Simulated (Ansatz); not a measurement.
# H3 (doublet): the correlation ladder at distance H1–H2 along a hydrogen transfer = 0.840 Å, cc-pVQZ

Aim: climb from Hartree-Fock through coupled cluster and multireference methods for H3 (doublet) at one geometry and basis, and see what each rung misses.

The runs use Ansatz 0.2.0, Gaussian basis; cc-pVQZ, core rule «outside noble gas», up to 0 orbitals frozen.

The runs, in order: UHF; CCSD(T) on ROHF; CCSD(T) on UHF; BCCD(T) on ROHF; CISD; CCSDT on ROHF; CCSDT on UHF; CASSCF and NEVPT2, 3 electrons in 3 orbitals; Full CI.

9 further runs of the same task are left out: 1 for a mislabelled method, 8 that didn't finish.

## Step 1: The geometry

The geometry derives from fragments relaxed apart (PBE0/def2-TZVP) and kept rigid, so it is no stationary point. A hydrogen atom is moved between rigid fragments.

3 atoms, charge 0, spin multiplicity 2.

Atoms are counted from 1 here; the program's logs count them from 0.

Bond lengths: H1–H2 0.840 Å.

## Step 2: UHF

in.yaml reads:

```yaml
crystal:
  periodic: [false, false, false]
  atoms:
    - {symbol: H, position_ang: [0.000000, 0.000000, -0.850667]}
    - {symbol: H, position_ang: [0.000000, 0.000000, -0.010667]}
    - {symbol: H, position_ang: [0.000000, 0.000000, 0.861333]}
basis:
  gaussian: {orbitals: cc-pVQZ}
magnetization: {spin_polarized: true, initial_magnetization: 1}
hamiltonian: {xc: hf}
output: {orbitals: {seedname: orbitals}}
```

The run is started by

```
ansatz run in.yaml --threads 1 --pin off --events-out ev --progress --plain --max-ram 2393MiB
```

The runs that follow: CCSD(T) on ROHF; CCSD(T) on UHF; BCCD(T) on ROHF; CISD; CCSDT on ROHF; CCSDT on UHF; CASSCF and NEVPT2, 3 electrons in 3 orbitals; Full CI.

Before running them: what should the planned runs give, taken together? Wanted: FCI below the RHF energy; RMP2 from FCI; UMP2 from FCI; RCCSD from FCI; RCCSD(T) from FCI; UCCSD(T) from FCI; NEVPT2 valence from FCI; T1 diagnostic; effectively unpaired electrons.

**Answer**, as computed:

| quantity | value |
| --- | --- |
| FCI below the RHF energy | -1.6928 eV |
| RMP2 from FCI | +28.0 kJ/mol |
| UMP2 from FCI | +30.3 kJ/mol |
| RCCSD from FCI | +1.9 kJ/mol |
| RCCSD(T) from FCI | +0.3 kJ/mol |
| UCCSD(T) from FCI | +0.3 kJ/mol |
| NEVPT2 valence from FCI | +23.1 kJ/mol |
| levels within 1 kcal/mol (43 meV) | CISD, RCCSD, UCCSD, RCCSD(T), UCCSD(T), BCCD(T), RCCSDT, UCCSDT |
| T1 diagnostic | 0.030 |
| effectively unpaired electrons | 1.01 |

In words: RCCSD(T) lands +0.3 kJ/mol from the yardstick (0.2 % of the correlation energy). One determinant dominates. These misses are within one basis, not against nature.
